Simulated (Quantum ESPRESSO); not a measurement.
Runs of Quantum ESPRESSO 7.5 on SiSe. The structure is hexagonal, space group P-6m2 (No. 187). Conventional cell: a = 3.595 Å, b = 3.595 Å, c = 3.599 Å, α = 90.00°, β = 90.00°, γ = 120.00°. Around Si (site symmetry -6m2) lie 6 Se at 2.75 Å. Se (site symmetry -6m2) is surrounded by 6 Si at 2.75 Å. The cell was built by a generator and needn't be a form met in nature.

```csv
level,potentials or basis,cell,k mesh,iterations,form of the LDA correlation,other keys,gap on the mesh (eV),pressure (GPa)
PBEsol,GBRV 1.5 PBEsol,volume scaled by 0.8,"6 × 6 × 4, shifted",200,-,-,none,15.1
PBEsol,GBRV 1.5 PBE,as given,"6 × 6 × 4, shifted",200,-,-,none,(a)
LDA,GBRV 1.5 LDA,as given,"6 × 6 × 4, shifted",400,PZ81,-,none,-3.4
PBEsol,GBRV 1.5 PBE,volume scaled by 1.04,"8 × 8 × 5, shifted",300,-,k = 8 × 8 × 5,none,-4.0
```

Alike in all rows: task energy-loss spectrum; no spin polarisation; cutoff (eV) 612; smearing fermi-dirac 0.05 eV; the mesh is coarse, so values aren't converged.

Estimate the missing entries.

(a) -2.7.

Caveats: some runs use coarse meshes; the Lanczos chain is short for so many electrons, so humps in the spectrum may be artefacts (some runs); the potentials were made for another functional, which shifts forces and pressure (some runs); the wave vector is under the mesh spacing, so the intraband response is poorly sampled (some runs).

A k mesh can miss the band edges, and the runs leave out spin-orbit coupling on Se.

A gap of «none» marks a metal or a gap under the smearing width.
